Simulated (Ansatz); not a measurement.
# Zn3O4: the cost of one run

Computed with Ansatz 0.2.0 (DFT PBE, scalar-relativistic, plane waves, PAW, unless a step's input says otherwise).

2 further runs of the same task are left out: 1 that didn't finish, 1 set aside as unsound or not needed.

### Step 1. The system as given

It takes space group P6/mmm (No. 191, hexagonal). The conventional cell has a = 4.830 Å, b = 4.830 Å, c = 4.795 Å, α = 90.00°, β = 90.00°, γ = 120.00°. Zn (site symmetry mmm) has 4 Zn at 2.41 Å and 8 O at 2.72 to 2.77 Å as nearest neighbours. O (site symmetry 6mm) has 2 O at 2.30 to 2.50 Å and 6 Zn at 2.72 Å as nearest neighbours. Around O (site symmetry -6m2) lie 6 Zn at 2.77 Å and 3 O at 2.79 Å.

As a file:

```
Zn O
1.0
     4.82981    0.00000    0.00000
    -2.41491    4.18274    0.00000
     0.00000    0.00000    4.79451
Zn O
3 4
Cartesian
  -1.2075 2.0914 0.0000
  2.4149 0.0000 0.0000
  1.2075 2.0914 0.0000
  0.0000 0.0000 1.2482
  0.0000 0.0000 3.5463
  0.0000 2.7885 2.3973
  2.4149 1.3942 2.3973
```

The cell is invented: species swapped into a database cell of Zr4Al3 (P6/mmm, No. 191), with O on the Zr sites and Zn on the Al sites. Lengths come from tabulated atomic sizes and are only a guess.

### Step 2. A first look at the guess

Input file input.yaml:

```yaml
crystal:
  lattice:
    - [4.82981175, 0.0, 0.0]
    - [-2.41490588, 4.18273967, 0.0]
    - [0.0, 0.0, 4.79450865]
  atoms:
    - { symbol: Zn, position: [0.0, 0.5, 0.0] }
    - { symbol: Zn, position: [0.5, 0.0, 0.0] }
    - { symbol: Zn, position: [0.5, 0.5, 0.0] }
    - { symbol: O, position: [0.0, 0.0, 0.26033482] }
    - { symbol: O, position: [0.0, 0.0, 0.73966518] }
    - { symbol: O, position: [0.33333333, 0.66666667, 0.5] }
    - { symbol: O, position: [0.66666667, 0.33333333, 0.5] }
basis:
  ecutwfc: 420
kpoints:
  mp_grid: { grid: [6, 6, 4] }
hamiltonian:
  xc: pbe
scf:
  occupations: { method: gaussian, width: 0.1 }
  lower_state_search: "off"
output:
  forces: true
  stress: true
  eigenvalues: true
```

The run is started by

```
> ansatz run input.yaml --threads 1 --pin off --max-ram 2048MiB --backend cpu --events-out ev --progress --plain --runs-dir out
```

What time and memory should one allow on 1 thread of Arm Neoverse V1, shared host?

About 5.8 s, with a peak of 0.36 GiB.
